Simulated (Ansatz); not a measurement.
# CH3ClF2SZr: the cost of one run

Computed with Ansatz 0.2.0, Gaussian basis. Level: r2SCAN/def2-SVP.

### Step 1. The geometry

The geometry comes from an earlier relaxation with PBE0-D4 in a triple-zeta def2 set; it is a stationary point, not always the lowest conformer. Zr takes the def2 core potential; no spin-orbit term is included.

SMILES `C[S][Zr]([F])([F])[Cl]`, 9 atoms, charge 0, spin multiplicity 1.

Atoms are counted from 1 here; the program's logs count them from 0.

Bond lengths: C1–S2 1.829 Å, C1–H7 1.088 Å, C1–H8 1.089 Å, C1–H9 1.099 Å, S2–Zr3 2.399 Å, Zr3–F4 1.896 Å, Zr3–F5 1.896 Å, Zr3–Cl6 2.337 Å. Angles: S2–C1–H7 108.8°, S2–C1–H8 108.8°, S2–C1–H9 114.3°, H7–C1–H8 110.5°, H7–C1–H9 107.1°, H8–C1–H9 107.1°, C1–S2–Zr3 88.1°, S2–Zr3–F4 108.3°, S2–Zr3–F5 108.3°, S2–Zr3–Cl6 108.6°, F4–Zr3–F5 107.9°, F4–Zr3–Cl6 111.8°, F5–Zr3–Cl6 111.8°.

As a file:

```mol
CH3ClF2SZr
  3D, bonds by distance, orders not assigned

  9  8  0  0  0  0  0  0  0  0999 V2000
    0.6414   -1.4019   -0.1942 C   0  0
    0.2938   -0.6359    1.4294 S   0  0
   -0.5792    1.2663    0.2560 Zr  0  0
   -1.9983    0.6799   -0.8555 F   0  0
    0.7887    1.9553   -0.8608 F   0  0
   -1.2975    2.8426    1.8246 Cl  0  0
    1.7108   -1.5889   -0.2731 H   0  0
    0.0842   -2.3340   -0.2698 H   0  0
    0.3562   -0.7833   -1.0567 H   0  0
  1  2  8  0
  2  3  8  0
  3  4  8  0
  3  5  8  0
  3  6  8  0
  1  7  8  0
  1  8  8  0
  1  9  8  0
M  END
```

### Step 2. The run

Contents of in.yaml:

```yaml
crystal:
  periodic: [false, false, false]
  atoms:
    - {symbol: C, position_ang: [0.641363, -1.401947, -0.194238]}
    - {symbol: S, position_ang: [0.293819, -0.635887, 1.429446]}
    - {symbol: Zr, position_ang: [-0.579195, 1.266307, 0.256003]}
    - {symbol: F, position_ang: [-1.998347, 0.679948, -0.855497]}
    - {symbol: F, position_ang: [0.788712, 1.955279, -0.860767]}
    - {symbol: Cl, position_ang: [-1.297534, 2.842562, 1.824590]}
    - {symbol: H, position_ang: [1.710762, -1.588918, -0.273066]}
    - {symbol: H, position_ang: [0.084234, -2.334037, -0.269776]}
    - {symbol: H, position_ang: [0.356186, -0.783296, -1.056694]}
basis:
  gaussian: {orbitals: def2-SVP}
hamiltonian: {xc: {name: r2SCAN}}
md: {timestep: 0.5 fs, n_steps: 20, ensemble: nvt_nose_hoover, temperature: 1000, initial_velocities: maxwell_boltzmann, seed: 452}
```

The run is started by

```
ansatz run in.yaml --threads 2 --pin off --events-out ev --progress --plain --max-ram 31744MiB --backend cpu
```

**Question.** How long does this run take on 2 threads of AMD EPYC 7R13, shared host, and how much memory does it need?

About 1.7 min, with a peak of 0.25 GiB.
